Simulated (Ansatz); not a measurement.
**CH₈O₄Si₂: one species, many methods**

How much do the methods differ for CH₈O₄Si₂? The plan is to run it at one geometry with functionals of several rungs and with coupled cluster. The yardstick is the atomisation energy at the CCSD(T) limit.

Program: Ansatz 0.2.0, Gaussian basis. Level of theory: functionals in def2-TZVPP, the program's frozen cores in correlated methods. These are calculated values, not measurements.

The runs, in order: PBE-D4, r2SCAN-D4, PBE0-D4, B3LYP-D4, ωB97X-V, ωB97M-V, B2PLYP; CCSD(T)/def2-TZVPP; MP2/def2-QZVPP; extrapolation to the limit.

**1. Structure used throughout**

An earlier PBE0-D4 in a triple-zeta def2 set relaxation fixed the geometry.

SMILES `O[SiH2]C[Si](O)(O)O`, 15 atoms, charge 0, spin multiplicity 1.

Atoms are counted from 1 here; the program's logs count them from 0.

Bond lengths: O1–Si2 1.643 Å, O1–H8 0.965 Å, Si2–C3 1.877 Å, Si2–H9 1.490 Å, Si2–H10 1.485 Å, C3–Si4 1.846 Å, C3–H11 1.096 Å, C3–H12 1.096 Å, Si4–O5 1.651 Å, Si4–O6 1.634 Å, Si4–O7 1.642 Å, O5–H13 0.959 Å, O6–H14 0.958 Å, O7–H15 0.958 Å. Angles: Si2–O1–H8 112.9°, O1–Si2–C3 109.9°, O1–Si2–H9 112.3°, O1–Si2–H10 106.8°, C3–Si2–H9 108.5°, C3–Si2–H10 110.8°, H9–Si2–H10 108.6°, Si2–C3–Si4 114.5°, Si2–C3–H11 107.5°, Si2–C3–H12 109.5°, Si4–C3–H11 109.4°, Si4–C3–H12 108.6°, H11–C3–H12 107.2°, C3–Si4–O5 104.6°, C3–Si4–O6 113.8°, C3–Si4–O7 114.0°, O5–Si4–O6 107.7°, O5–Si4–O7 112.3° and more.

**2. PBE-D4 (GGA)**

The input, in.yaml:

```yaml
crystal:
  periodic: [false, false, false]
  atoms:
    - {symbol: O, position_ang: [1.434339, -2.070667, -0.492754]}
    - {symbol: Si, position_ang: [1.765683, -0.836245, 0.540117]}
    - {symbol: C, position_ang: [0.168995, -0.007576, 1.076621]}
    - {symbol: Si, position_ang: [-0.865282, 0.630443, -0.312821]}
    - {symbol: O, position_ang: [-0.879120, -0.594775, -1.418997]}
    - {symbol: O, position_ang: [-0.243847, 1.953496, -1.043064]}
    - {symbol: O, position_ang: [-2.379833, 1.081019, 0.135255]}
    - {symbol: H, position_ang: [0.704914, -1.871976, -1.093239]}
    - {symbol: H, position_ang: [2.649065, 0.192936, -0.075610]}
    - {symbol: H, position_ang: [2.468904, -1.429633, 1.705483]}
    - {symbol: H, position_ang: [-0.406780, -0.743510, 1.650261]}
    - {symbol: H, position_ang: [0.398069, 0.823417, 1.752768]}
    - {symbol: H, position_ang: [-1.275759, -0.400730, -2.270850]}
    - {symbol: H, position_ang: [-0.648595, 2.795192, -0.829821]}
    - {symbol: H, position_ang: [-2.890745, 0.478611, 0.676641]}
basis:
  gaussian: {orbitals: def2-TZVPP}
hamiltonian: {xc: pbe, dispersion: d4}
output: {forces: true, orbitals: {seedname: orbitals}}
```

On the command line:

```
> ansatz run in.yaml --threads 2 --pin off --events-out ev --progress --plain --max-ram 22528MiB --backend cuda --devices 0, --max-vram 18GiB
```

Further steps of the session: r2SCAN-D4 (meta-GGA); PBE0-D4 (hybrid); B3LYP-D4 (hybrid); ωB97X-V (range-separated); ωB97M-V (range-separated); B2PLYP (double hybrid); CCSD(T) in def2-TZVPP; MP2 in def2-QZVPP.

Q: Predict the results of all the runs planned. Wanted: atomisation energy, CCSD(T)/CBS; farthest; mean size of error, hybrid; mean size of error, range-separated; gap, smallest and largest; T1 diagnostic; triples share of the correlation energy.

**Answer**, as computed:

| quantity | value |
| --- | --- |
| atomisation energy, CCSD(T)/CBS | 5942.5 kJ/mol |
| functionals within 29.7 kJ/mol (0.5 %) | PBE-D4, r2SCAN-D4, ωB97X-V, ωB97M-V |
| farthest | B2PLYP (-110.4 kJ/mol) |
| mean size of error, hybrid | 83.6 kJ/mol |
| mean size of error, range-separated | 18.5 kJ/mol |
| gap, smallest and largest | 6.09 eV (PBE-D4), 12.78 eV (ωB97X-V) |
| T1 diagnostic | 0.0114 |
| triples share of the correlation energy | 3.5 % |

PBE-D4 misses by +14.0 kJ/mol. Double hybrids carry the basis error of their MP2 part in triple zeta, and no dispersion term here, so their miss is partly the set-up's. Misses under about 29.7 kJ/mol are within the doubt on the reference itself, which lacks core-valence correlation, relativity and higher excitations. Hartree-Fock recovers 71 % of the binding; the rest is correlation. Orbital gaps span 6.1 to 12.8 eV; exact exchange widens them.
